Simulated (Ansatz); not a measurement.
**CH₅AlOSiTe: up Jacob's ladder to CCSD(T)**

The task here is to estimate one member of a computed series from the others.

Program: Ansatz 0.2.0, Gaussian basis. Level of theory: functionals in def2-TZVPP, the program's frozen cores in correlated methods. These are calculated values, not measurements.

Levels to be run: PBE-D4, r2SCAN-D4, PBE0-D4, B3LYP-D4, ωB97X-V, ωB97M-V, B2PLYP; CCSD(T)/def2-TZVPP; MP2/def2-QZVPP; extrapolation to the limit.

## Structure used throughout

The geometry comes from an earlier relaxation with PBE0-D4 in a triple-zeta def2 set; it is a stationary point, not always the lowest conformer. Te takes the def2 core potential; no spin-orbit term is included.

SMILES `C1[SiH2][O][AlH][Te]1`, 10 atoms, charge 0, spin multiplicity 1.

Atoms are counted from 1 here; the program's logs count them from 0.

Bond lengths: C1–Si2 1.882 Å, C1–Te5 2.178 Å, C1–H6 1.090 Å, C1–H7 1.091 Å, Si2–O3 1.642 Å, Si2–H8 1.486 Å, Si2–H9 1.488 Å, O3–Al4 1.706 Å, Al4–Te5 2.517 Å, Al4–H10 1.572 Å. Angles: Si2–C1–Te5 111.2°, Si2–C1–H6 112.7°, Si2–C1–H7 111.4°, Te5–C1–H6 106.3°, Te5–C1–H7 106.1°, H6–C1–H7 108.7°, C1–Si2–O3 109.6°, C1–Si2–H8 110.0°, C1–Si2–H9 108.6°, O3–Si2–H8 109.3°, O3–Si2–H9 109.9°, H8–Si2–H9 109.5°, Si2–O3–Al4 121.6°, O3–Al4–Te5 104.0°, O3–Al4–H10 123.6°, Te5–Al4–H10 132.3°, C1–Te5–Al4 87.2°.

Set-up of the first run:

Input file in.yaml:

```yaml
crystal:
  periodic: [false, false, false]
  atoms:
    - {symbol: C, position_ang: [-1.112837, 0.731238, 0.327685]}
    - {symbol: Si, position_ang: [-0.141458, -0.805431, 0.816248]}
    - {symbol: O, position_ang: [0.951455, -1.161857, -0.355800]}
    - {symbol: Al, position_ang: [1.520272, 0.027467, -1.439220]}
    - {symbol: Te, position_ang: [0.061712, 2.025109, -0.972606]}
    - {symbol: H, position_ang: [-2.026056, 0.495901, -0.218880]}
    - {symbol: H, position_ang: [-1.372619, 1.332926, 1.199734]}
    - {symbol: H, position_ang: [-1.066364, -1.955722, 0.991470]}
    - {symbol: H, position_ang: [0.562948, -0.535117, 2.098658]}
    - {symbol: H, position_ang: [2.705947, -0.205714, -2.444391]}
basis:
  gaussian: {orbitals: def2-TZVPP}
hamiltonian: {xc: pbe, dispersion: d4}
output: {forces: true, orbitals: {seedname: orbitals}}
```

Started as:

```
ansatz run in.yaml --threads 4 --pin off --events-out ev --progress --plain --max-ram 10444MiB
```

Among the steps run: PBE-D4 (GGA); r2SCAN-D4 (meta-GGA); PBE0-D4 (hybrid); B3LYP-D4 (hybrid); ωB97X-V (range-separated); ωB97M-V (range-separated); B2PLYP (double hybrid); CCSD(T) in def2-TZVPP; MP2 in def2-QZVPP.

One of the session's tables, all rows but one given; the rest of the session is left out.

```
            method  atomisation energy (kcal/mol)
            PBE-D4                          841.0
         r2SCAN-D4                          838.7
           PBE0-D4                          830.2
          B3LYP-D4                          831.2
           ωB97X-V                          840.3
           ωB97M-V                          835.3
            B2PLYP                          823.6
     HF/def2-TZVPP                          610.5
    MP2/def2-TZVPP                          831.9
   CCSD/def2-TZVPP                          801.6
CCSD(T)/def2-TZVPP                          815.7
           MP2/CBS                          859.5
       CCSD(T)/CBS                              ?
```

**Question.** Estimate the row for CCSD(T)/CBS.

**Answer.** atomisation energy (kcal/mol): 843.3. In the column «atomisation energy (kcal/mol)» it lies between PBE-D4 (841.0) and MP2/CBS (859.5).

Limits of these values: Free atoms (1 C, 1 Si, 1 O, 1 Al, 1 Te, 5 H) were run apart at each level; the atomisation energy is their sum less the molecule, without zero-point or spin-orbit terms.
